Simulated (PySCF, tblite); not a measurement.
# C6H12B radical: geometry, infrared bands and EPR parameters

What infrared bands and EPR parameters should C6H12B radical (`CC1CC[B]CC1`) show?

Programs: tblite 0.8.0 and PySCF 2.14.0, with density-fitted response routines of our own. Each step states its level of theory. These are calculated values for one molecule in the gas phase, unless marked as measured. Atoms count from 0, in the outputs and in this text.

## Step 1: The starting structure

19 atoms, charge 0, multiplicity 2; geometry from: force field or distance geometry start.

Bonds of the start (Å): C0–C1 1.54, C1–C2 1.54, C2–C3 1.54, C3–B4 1.61, B4–C5 1.59, C5–C6 1.54, C6–C1 1.55, C0–H7 1.10, C0–H8 1.11, C0–H9 1.11, C1–H10 1.11, C2–H11 1.11, C2–H12 1.12, C3–H13 1.10, C3–H14 1.10, C5–H15 1.10, C5–H16 1.11, C6–H17 1.12, C6–H18 1.11.

## Step 2: Geometry optimisation with GFN2-xTB

What the job is given:

```
{"job": {"kind": "relax", "xc": "GFN2-xTB", "basis": "xTB"}, "charge": 0, "multiplicity": 2}
C      2.043700     0.743500    -0.167100
C      0.620800     0.183100    -0.375000
C     -0.429900     1.219800     0.056300
C     -1.870600     0.721700    -0.187800
B     -2.063200    -0.698700     0.536600
C     -0.931700    -1.769300     0.221900
C      0.458000    -1.133200     0.433000
H      2.801800     0.012800    -0.494600
H      2.169100     1.667100    -0.768100
H      2.209000     0.986900     0.908200
H      0.496900    -0.047200    -1.450100
H     -0.302300     2.150800    -0.537500
H     -0.315400     1.487300     1.137200
H     -2.602100     1.437200     0.225800
H     -2.052800     0.604600    -1.267200
H     -1.026500    -2.103200    -0.817800
H     -1.053800    -2.642600     0.896000
H      0.610100    -0.945700     1.521700
H      1.229000    -1.865600     0.121000
```

Launch:

```sh
$ OMP_NUM_THREADS=1 python probes_run.py task.json out
```

The driver reads the jobs from task.json and runs them one after another.

Output:

```text
step      E/eV     max force
  0    -546.82832    1.309
  1    -546.92875    0.734
  2    -546.98213    0.378
  3    -546.99724    0.402
  4    -547.01136    0.341
  5    -547.01819    0.258
  6    -547.02855    0.220
  7    -547.03325    0.154
  8    -547.03533    0.089
  9    -547.03597    0.064
 10    -547.03689    0.088
 11    -547.03813    0.108
 12    -547.03952    0.088
 13    -547.04073    0.088
 14    -547.04195    0.092
 15    -547.04348    0.109
 16    -547.04524    0.119
 17    -547.04685    0.107
 18    -547.04821    0.084
 19    -547.04954    0.086
 20    -547.05101    0.095
 21    -547.05226    0.088
 22    -547.05306    0.068
 23    -547.05367    0.049
 24    -547.05428    0.070
 25    -547.05490    0.066
 26    -547.05545    0.070
 27    -547.05585    0.052
 28    -547.05616    0.042
 29    -547.05639    0.039
 30    -547.05655    0.025
 31    -547.05665    0.025
 32    -547.05673    0.020
 33    -547.05680    0.023
 34    -547.05687    0.019
 35    -547.05695    0.018
 36    -547.05703    0.018
 37    -547.05710    0.019
 38    -547.05715    0.017
 39    -547.05720    0.012
 40    -547.05723    0.015
 41    -547.05728    0.016
 42    -547.05732    0.014
 43    -547.05738    0.016
 44    -547.05744    0.016
 45    -547.05749    0.014
 46    -547.05752    0.015
 47    -547.05754    0.012
 48    -547.05756    0.014
 49    -547.05758    0.010
 50    -547.05760    0.011
 51    -547.05761    0.009
```

Wall time 0.23 s (1 thread of Arm Neoverse V2, shared host).

The steps of the relaxation: (not every step is listed)

```csv
step,energy from step 0 (eV),largest force (eV/Å)
0,0.0000,1.3092
1,-0.1004,0.7342
2,-0.1538,0.3776
3,-0.1689,0.4016
4,-0.1830,0.3407
5,-0.1899,0.2577
6,-0.2002,0.2199
7,-0.2049,0.1536
8,-0.2070,0.0892
11,-0.2098,0.1084
14,-0.2136,0.0916
17,-0.2185,0.1066
20,-0.2227,0.0951
23,-0.2254,0.0491
26,-0.2271,0.0699
29,-0.2281,0.0394
32,-0.2284,0.0199
35,-0.2286,0.0184
38,-0.2288,0.0167
41,-0.2290,0.0158
44,-0.2291,0.0158
46,-0.2292,0.0148
47,-0.2292,0.0115
48,-0.2292,0.0137
49,-0.2293,0.0105
50,-0.2293,0.0108
51,-0.2293,0.0093
```

Close pairs (by a distance rule), those that changed most:

```
  bond  before (Å)  after (Å)  change (Å)
 C3–B4       1.606      1.560      -0.046
 B4–C5       1.589      1.560      -0.029
C2–H12       1.119      1.093      -0.027
 C0–H9       1.115      1.088      -0.026
 C1–C6       1.553      1.529      -0.024
C6–H17       1.115      1.093      -0.022
 C0–H8       1.109      1.088      -0.021
C2–H11       1.112      1.094      -0.018
```

The final coordinates are the input of the step that follows.

## Step 3: Harmonic vibrations with GFN2-xTB

What the job is given:

```
{"job": {"kind": "ir", "xc": "GFN2-xTB", "basis": "xTB"}, "charge": 0, "multiplicity": 2}
C      2.019242     0.732516    -0.207764
C      0.605406     0.172488    -0.354980
C     -0.428474     1.209182     0.085472
C     -1.871824     0.730845    -0.173488
B     -2.100484    -0.757616     0.234348
C     -0.920334    -1.778026     0.235289
C      0.450988    -1.109756     0.463358
H      2.757582     0.004275    -0.537120
H      2.139089     1.635531    -0.802833
H      2.221767     0.978856     0.832862
H      0.432674    -0.065038    -1.411919
H     -0.251505     2.150715    -0.442304
H     -0.304131     1.402733     1.153824
H     -2.563152     1.451278     0.272734
H     -2.061904     0.777132    -1.253510
H     -0.920315    -2.234755    -0.762849
H     -1.022169    -2.612342     0.934950
H      0.557797    -0.869142     1.524150
H      1.249943    -1.809624     0.202319
```

Output:

```text
mode    cm-1     km/mol
  1     135.7      0.84
  2     162.0      0.73
  3     213.0      0.01
  4     223.2      2.02
  5     314.2      0.22
  6     402.0      0.74
  7     406.9      0.01
  8     444.1      3.33
  9     563.4     12.45
 10     630.9      0.67
 11     772.8     24.90
 12     830.4      9.87
 13     874.9      1.56
 14     884.9     18.65
 15     937.0      2.04
 16     947.7      9.08
 17    1023.2      6.69
 18    1024.5     21.11
 19    1048.1      2.05
 20    1056.4      0.01
 21    1108.9      3.81
 22    1128.6     72.51
 23    1141.5     16.96
 24    1190.8      5.59
 25    1216.5      2.01
 26    1233.3      5.29
 27    1268.3      3.39
 28    1290.9      6.43
 29    1301.1      0.67
 30    1318.4     11.46
 31    1356.8      0.26
 32    1363.1      0.88
 33    1415.6      1.82
 34    1457.8     13.78
 35    1460.8      0.57
 36    1490.5      0.06
 37    1504.5      0.09
 38    1506.0      1.09
 39    1506.2      2.13
 40    2905.8      3.16
 41    2907.8     17.14
 42    2914.2     66.47
 43    2941.4     41.97
 44    2944.7     91.05
 45    2952.7     85.00
 46    2953.5     29.87
 47    2968.7     45.87
 48    2972.5     97.16
 49    3023.5     60.07
 50    3023.9     54.16
 51    3032.2     33.25
```

It took 0.44 s on 1 thread of Arm Neoverse V2, shared host.

The strongest bands and the atoms that carry them (share of the mass-weighted mode):

```csv
cm⁻¹,km/mol,atoms
1129,72.5,"B4 31 %, C3 13 %, C5 13 %"
2914,66.5,H10 78 %
2945,91.0,"H18 41 %, H11 38 %"
2953,85.0,"H13 47 %, H16 29 %"
2969,45.9,"H17 49 %, H12 27 %"
2972,97.2,"H12 53 %, H17 29 %"
3024,60.1,"H9 61 %, H7 26 %"
3024,54.2,"H8 54 %, H7 34 %"
```

## Step 4: g tensor and hyperfine couplings: B3LYP/pcH-1

The job, as its differences from that of step 3:

```diff
@@ -1,2 +1,2 @@
-{"job": {"kind": "ir", "xc": "GFN2-xTB", "basis": "xTB"}, "charge": 0, "multiplicity": 2}
+{"job": {"kind": "epr", "basis": "pcH-1"}, "charge": 0, "multiplicity": 2}
 C      2.019242     0.732516    -0.207764
```

Level: UKS B3LYP, pcH-1 on B C H, non-relativistic, mean-field spin-orbit, GIAO.

Output:

```text
UKS, coarse grid
  cycle   1  E = -260.59465193  |g| = 3.86e-01
  cycle   2  E = -260.55426408  |g| = 4.80e-01
  cycle   3  E = -260.67491857  |g| = 4.36e-02
  cycle   4  E = -260.67561383  |g| = 2.38e-02
  cycle   5  E = -260.67588031  |g| = 5.12e-03
  cycle   6  E = -260.67589503  |g| = 7.48e-04
  cycle   7  E = -260.67589535  |g| = 2.19e-04
UKS, final grid
  cycle   1  E = -260.67589982  |g| = 1.89e-04
  cycle   2  E = -260.67589982  |g| = 2.25e-04
  cycle   3  E = -260.67589984  |g| = 1.91e-05
  cycle   4  E = -260.67589984  |g| = 1.02e-05
E = -260.67589984 Eh   <S^2> = 0.7514 (exact 0.7500)
g shifts (ppm)      1          2          3
  rmc          -106       -106       -106
  gc             22         17        -21
  oz_so        -989        -65        376
  total       -1073       -154        249
hyperfine (MHz)  atom isotope    a_iso     a_fc   dipolar eigenvalues
    0   13C       4.81       4.81     -0.24     -0.19      0.43
    1   13C      -1.15      -1.15     -0.57     -0.47      1.03
    2   13C      28.18      28.18     -3.77     -3.49      7.26
    3   13C      39.34      39.34     -5.63     -4.12      9.75
    4   11B     362.01     362.01    -41.99    -41.43     83.43
    5   13C      39.33      39.33     -5.63     -4.12      9.75
    6   13C      28.18      28.18     -3.78     -3.49      7.26
    7    1H      -0.04      -0.04     -0.68     -0.47      1.14
    8    1H      -0.04      -0.04     -0.68     -0.47      1.14
    9    1H       0.02       0.02     -0.71     -0.55      1.26
   10    1H       1.09       1.09     -1.88     -1.51      3.39
   11    1H       8.34       8.34     -2.66     -0.97      3.63
   12    1H      -2.44      -2.44     -2.93     -1.27      4.20
   13    1H      26.97      26.97     -5.67     -4.42     10.09
   14    1H      -5.05      -5.05     -5.51     -3.45      8.96
   15    1H      -5.05      -5.05     -5.51     -3.45      8.97
   16    1H      26.98      26.98     -5.68     -4.42     10.09
   17    1H      -2.44      -2.44     -2.93     -1.27      4.20
   18    1H       8.33       8.33     -2.66     -0.97      3.63
```

Wall time 63 s (1 thread of Arm Neoverse V2, shared host); peak memory 0.97 GiB.

Principal g values 2.00125, 2.00217, 2.00257; g(iso) = 2.00199, against 2.00232 for a free electron.

Mean a(iso) over the nuclei that a row names, and the largest dipolar term of the row (other rows stand at the frozen geometry):

| nuclei | isotope | a(iso) (MHz) | a(iso) (G, at g = 2.0023) | largest dipolar term (MHz) |
| --- | --- | --- | --- | --- |
| B4 | 11B | 362.0 | 129.2 | 83.4 |
| C3, C5 | 13C | 39.3 | 14.0 | 9.7 |
| C2, C6 | 13C | 28.2 | 10.1 | 7.3 |
| H13, H16 | 1H | 27.0 | 9.6 | 10.1 |
| H11, H18 | 1H | 8.3 | 3.0 | 3.6 |
| H14, H15 | 1H | -5.1 | -1.8 | 9.0 |
| C0 | 13C | 4.8 | 1.7 | 0.4 |
| H12, H17 | 1H | -2.4 | -0.9 | 4.2 |
| C1 | 13C | -1.2 | -0.4 | 1.0 |
| H10 | 1H | 1.1 | 0.4 | 3.4 |
| H7, H8, H9 | 1H | 0.0 | 0.0 | 1.3 |

Mulliken spin populations:

C0 0.00; C1 0.00; C2 0.03; C3 -0.03; B4 0.96; C5 -0.03; C6 0.03; H7 0.00; H8 0.00; H9 0.00; H10 0.00; H11 0.01; H12 0.00; H13 0.01; H14 0.00; H15 0.00; H16 0.01; H17 0.00; H18 0.01

In first order the couplings over 0.8 MHz of 11B, 1H give 648 distinct lines over 418.5 G, if the averaged nuclei exchange fast; the same motion can average rows kept apart here too.

Orbitals, density, ELF and potential are computed afterwards from the orbital file.

ELF in a plane through or near 8 of the atoms.

Ten even steps from ' ' (0.00) to '@' (1.00):
```
                                                        
                                                        
                                                        
                    ::**##==        ....                
                  ::%%@@@@@@--    ::--==::..            
            ..    ..##@@@@@@++..::==++++--..            
        ++%%@@%%--  ::%%@@@@**++++++++++::              
      ..%%@@@@@@%%..  --**++++##**..::++--....::::..    
      ..**@@@@@@%%++====%%%%++--==**%%%%**##%%%%%%**::  
        ::==####::##%%--..++==....++**----%%@@@@@@%%==  
        ::++####::##%%----++==....++**::--%%@@@@@@%%==  
      ..**%%@@@@@@====++%%%%++====**%%%%**##%%%%%%**::  
      ..%%@@@@@@%%..  --**++++##**..::++--....::::..    
        ++%%@@@@--  ..%%@@@@++++++==++++::              
            ..    ..##@@@@@@++..::++**++::..            
                  ::%%@@@@@@--    ::----::..            
                    ::**##==        ....                
                                                        
                                                        
                                                        
```
The map spans 10.4 Å across and 9.6 Å up, centred on the molecule. Atoms in the plane (x, y in Å): C0 (-2.2, 0.0), C1 (-0.6, 0.0), C3 (1.5, 1.4), C5 (1.5, -1.4), H7 (-2.6, -0.9), H8 (-2.6, 0.9), H11 (-0.5, 2.1), H18 (-0.5, -2.1).

On the surface of density 0.002 e/bohr³ the electrostatic potential runs, from the 1st to the 99th percentile, from -0.96 to 0.90 V.

The spin density lies nearest to B4 80 %.

## Step 5: Results

| quantity | value |
| --- | --- |
| strongest single infrared mode (GFN2-xTB) | 2972 cm⁻¹, 97 km/mol |
| zero-point energy (GFN2-xTB) | 105.4 kcal/mol |
| g(iso) (B3LYP) | 2.00199 |
| ⟨S²⟩ | 0.751 (exact 0.75) |
| largest a(iso) (averaged by class) | 11B on B4, 362.0 MHz |
| potential on the surface of density 0.002 e/bohr³, 1st and 99th percentile | -0.96 V and 0.90 V |

The optimisation took 51 steps and gained 0.229 eV; among the close pairs (by a distance rule), C3–B4 changed most, from 1.606 to 1.560 Å. No mode is imaginary among the 51: a minimum at this level. Unscaled tight-binding wavenumbers are off by several per cent, some by more. Its intensities can rank the bands wrongly. Most of the unpaired spin sits on B4 (0.96 e). The isotropic g lies 0.3 ppt below the free-electron value. These values are for one conformer; the search (at its own cheap level) found 1 more, at 1.00 kcal/mol, and measured spectra average over such forms.
